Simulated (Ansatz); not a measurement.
# CH₉AlNPSi: basis-set convergence

The task here is to estimate one member of a computed series from the others.

Method: one geometry, several basis sets; program: Ansatz 0.2.0, Gaussian basis.

The runs, in order: PBE0-D4/def2-SVP; ωB97M-V/def2-SVP; PBE0-D4/def2-QZVPP; ωB97M-V/def2-QZVPP; the functionals' def2-TZVPP values are taken from earlier runs.

### The geometry

An earlier PBE0-D4 in a triple-zeta def2 set relaxation fixed the geometry.

SMILES `C[SiH2]N[PH][AlH2]`, 14 atoms, charge 0, spin multiplicity 1.

Atoms are counted from 1 here; the program's logs count them from 0.

Bond lengths: C1–Si2 1.862 Å, C1–H6 1.093 Å, C1–H7 1.092 Å, C1–H8 1.093 Å, Si2–N3 1.735 Å, Si2–H9 1.489 Å, Si2–H10 1.491 Å, N3–P4 1.710 Å, N3–H11 1.007 Å, P4–Al5 2.318 Å, P4–H12 1.427 Å, Al5–H13 1.588 Å, Al5–H14 1.587 Å. Angles: Si2–C1–H6 110.5°, Si2–C1–H7 111.0°, Si2–C1–H8 110.4°, H6–C1–H7 108.5°, H6–C1–H8 107.9°, H7–C1–H8 108.3°, C1–Si2–N3 111.7°, C1–Si2–H9 111.4°, C1–Si2–H10 108.7°, N3–Si2–H9 105.3°, N3–Si2–H10 111.2°, H9–Si2–H10 108.6°, Si2–N3–P4 122.0°, Si2–N3–H11 118.1°, P4–N3–H11 119.4°, N3–P4–Al5 107.2°, N3–P4–H12 104.7°, Al5–P4–H12 97.4° and more.

Set-up of the first run:

The input, in.yaml:

```yaml
crystal:
  periodic: [false, false, false]
  atoms:
    - {symbol: C, position_ang: [-2.013588, 0.163483, 1.225394]}
    - {symbol: Si, position_ang: [-1.035376, 1.348184, 0.173556]}
    - {symbol: N, position_ang: [0.484577, 0.667776, -0.312869]}
    - {symbol: P, position_ang: [0.579580, -0.775840, -1.223876]}
    - {symbol: Al, position_ang: [2.544046, -1.843550, -0.612614]}
    - {symbol: H, position_ang: [-2.977871, 0.600020, 1.498974]}
    - {symbol: H, position_ang: [-1.472858, -0.084583, 2.141448]}
    - {symbol: H, position_ang: [-2.206351, -0.762820, 0.678577]}
    - {symbol: H, position_ang: [-0.688751, 2.584396, 0.928433]}
    - {symbol: H, position_ang: [-1.858006, 1.728742, -1.010042]}
    - {symbol: H, position_ang: [1.319770, 1.206108, -0.149904]}
    - {symbol: H, position_ang: [0.994731, -0.356635, -2.523620]}
    - {symbol: H, position_ang: [3.222492, -1.522632, 0.787214]}
    - {symbol: H, position_ang: [3.094804, -2.981850, -1.571771]}
basis:
  gaussian: {orbitals: def2-SVP}
hamiltonian: {xc: pbe0, dispersion: d4}
output: {orbitals: {seedname: orbitals}}
```

Launch:

```bash
ansatz run in.yaml --threads 4 --pin off --events-out ev --progress --plain --max-ram 10444MiB
```

Among the steps run: PBE0-D4 in def2-SVP; ωB97M-V in def2-SVP; PBE0-D4 in def2-QZVPP; ωB97M-V in def2-QZVPP.

One table of the session follows, with a row left open; its other results are not shown here.

It belongs to the step «Functionals by basis». 

| functional | basis | HOMO (eV) | LUMO (eV) |
| --- | --- | --- | --- |
| PBE0-D4 | def2-SVP | -6.65 | -1.73 |
| PBE0-D4 | def2-TZVPP | -6.69 | -1.76 |
| PBE0-D4 | def2-QZVPP | -6.70 | -1.79 |
| ωB97M-V | def2-SVP | -8.65 | -0.05 |
| ωB97M-V | def2-TZVPP | ? | ? |
| ωB97M-V | def2-QZVPP | -8.75 | -0.29 |

Estimate the missing values for ωB97M-V, def2-TZVPP.

**Answer.** HOMO (eV): -8.74; LUMO (eV): -0.16. In the column «HOMO (eV)» it lies between ωB97M-V, def2-QZVPP (-8.75) and ωB97M-V, def2-SVP (-8.65).
